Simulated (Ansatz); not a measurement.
NbCu under changes of volume

One of the cells (16.821 Å³/atom); the others are scaled copies at fixed shape and fractional positions:

```
Nb Cu
1.0
     0.00000    2.56221    2.56221
     2.56221    0.00000    2.56221
     2.56221    2.56221    0.00000
Nb Cu
1 1
Direct
  0.00000 0.00000 0.00000
  0.50000 0.50000 0.50000
```

The cell was built by a generator and needn't be a form met in nature.

* Program: Ansatz 0.2.0
* Functional: PBE
* Potentials or basis: all-electron LAPW, scalar-relativistic
* Cutoff: 305 eV (chosen from the basis error)
* Basis error allowed: 0.0005 eV/atom
* k mesh: 9 × 9 × 9
* Occupations: fermi-dirac, width 0.05 eV
* Spin: no spin polarisation

```csv
volume (Å³/atom),energy over the lowest point (meV/atom),pressure (GPa)
15.811,30.04,10.2
16.148,12.75,6.4
16.484,3.00,3.0
16.821,0.00,0.0
17.157,3.06,-2.7
17.494,?,?
17.830,24.87,-7.4
```

Q: What does the run at 17.494 Å³/atom give?

A: Energy over the lowest point 11.54 meV/atom; pressure -5.2 GPa.

Worked out: A Birch-Murnaghan fit of order 3 (a polynomial in V^(-2/3)) to the other rows has its minimum at 16.81 Å³/atom with B0 = V·E''(V) = 144 GPa and B' = 4.4. It gives 11.54 meV/atom at 17.494 Å³/atom, against the run's 11.54, and -dE/dV = -5.2 GPa, against -5.2.

Energies are extrapolated to zero smearing.
